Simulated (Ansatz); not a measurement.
# Mo: how the settings move a relaxation

Aim: see which settings change the result for Mo, by how much, and at what cost.

Method: reference: DFT, LDA, PAW with Ansatz's default frozen-core files, scalar-relativistic; relaxation of cell and atoms, in Ansatz 0.2.0.

1 further run of the same task is left out (set aside as unsound or not needed). Runs told in other sessions of the task aren't counted.

**1. Starting point**

Symmetry: Im-3m, No. 229, cubic system. Conventional cell: a = 3.147 Å, b = 3.147 Å, c = 3.147 Å, α = 90.00°, β = 90.00°, γ = 90.00°. Around Mo (site symmetry m-3m) lie 8 Mo at 2.73 Å.

As a file:

```cif
data_structure
_symmetry_space_group_name_H-M 'P 1'
_symmetry_Int_Tables_number 1
_cell_length_a 2.7252
_cell_length_b 2.7252
_cell_length_c 2.7252
_cell_angle_alpha 109.471
_cell_angle_beta 109.471
_cell_angle_gamma 109.471
_cell_volume 15.58
loop_
_atom_site_label
_atom_site_type_symbol
_atom_site_fract_x
_atom_site_fract_y
_atom_site_fract_z
_atom_site_occupancy
Mo1 Mo 0.00000 0.00000 0.00000 1
```

**2. Baseline**

input.yaml reads:

```yaml
crystal:
  lattice:
    - [-1.573415, 1.573415, 1.573415]
    - [1.573415, -1.573415, 1.573415]
    - [1.573415, 1.573415, -1.573415]
  atoms:
    - { symbol: Mo, position: [0.0, 0.0, 0.0] }
kpoints:
  mp_grid: { grid: [24, 24, 24] }
scf:
  occupations: { method: fermi_dirac, width: 0.08 }
hamiltonian:
  xc: lda
  pseudopotentials: { kind: paw }
relax:
  f_tol: 0.002
  max_steps: 80
  cell: {}
output:
  forces: true
  stress: true
```

Launch:

```bash
$ ansatz run input.yaml --threads 1 --pin off --max-ram 2560MiB --backend cpu --events-out ev --progress --plain --runs-dir out
```

**3. Changed: mp_grid.grid [19, 19, 19], ecutwfc 33.1 Ry**

Edit input.yaml of step 2 so:

```diff
@@ -8,3 +8,3 @@
 kpoints:
-  mp_grid: { grid: [24, 24, 24] }
+  mp_grid: { grid: [19, 19, 19] }
 scf:
@@ -21 +21,3 @@
   stress: true
+basis:
+  ecutwfc: "33.1 Ry"
```

Before running it: what results should come out? Wanted: for each run, ending; energy change; pressure; gap; force.

As calculated:

| run | ending | energy change | pressure (GPa) | gap (eV) | force (eV/Å) | cycles | time |
| --- | --- | --- | --- | --- | --- | --- | --- |
| reference | converged | 0 | 0.0 | 0.00 | 0.00 | 24 | 14 s |
| 1: mp_grid.grid [19, 19, 19], ecutwfc 33.1 Ry | converged | -0.6 meV/atom | 0.0 | 0.00 | 0.00 | 24 | 7.5 s |

Changing the k-point mesh and cutoff moves the energy by -0.6 meV/atom. More than one kind of setting changed, and this run alone doesn't tell their shares apart. Cost: 7.5 s against 14 s.
